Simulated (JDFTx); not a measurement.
Here is a JDFTx 1.7.0 (patched build) calculation.

File TiAl3.in:

```
lattice \
   -3.6114683927     3.6114683927     3.6114683927 \
    3.6114683927    -3.6114683927     3.6114683927 \
    8.0892916522     8.0892916522    -8.0892916522
coords-type Lattice
ion Ti     0.0000000000     0.0000000000     0.0000000000 1
ion Al     0.2500000000     0.7500000000     0.5000000000 1
ion Al     0.7500000000     0.2500000000     0.5000000000 1
ion Al     0.5000000000     0.5000000000     0.0000000000 1

ion-species pseudo/Ti.upf
ion-species pseudo/Al.upf
elec-cutoff 42 336
elec-ex-corr gga-PBEsol
kpoint-folding 10 10 10
elec-smearing Fermi 0.0018374661
elec-n-bands 17
electronic-SCF nIterations 100 energyDiffThreshold 1e-09
electronic-minimize nIterations 30 energyDiffThreshold 1e-7
converge-empty-states yes
forces-output-coords Cartesian

dump-name run.$VAR
dump End Ecomponents EigStats BandEigs Kpoints Forces Stress
```

Potentials or basis: PseudoDojo-SR-PBEsol-0.4.1-standard with smoothed tails.

The run is started by

```sh
$ jdftx -c 1 -i TiAl3.in -o TiAl3.out
```

Question: Estimate the pressure.

Answer: -0.6 GPa.

Question: Predict the band gap on the k mesh.

Answer: None (metal or under the smearing width).

Stress tensor (GPa, compression positive):
```
-0.56  0.00  0.00
 0.00 -0.56  0.00
 0.00  0.00 -0.64
```

Caveat: the empty levels aren't tightly converged.
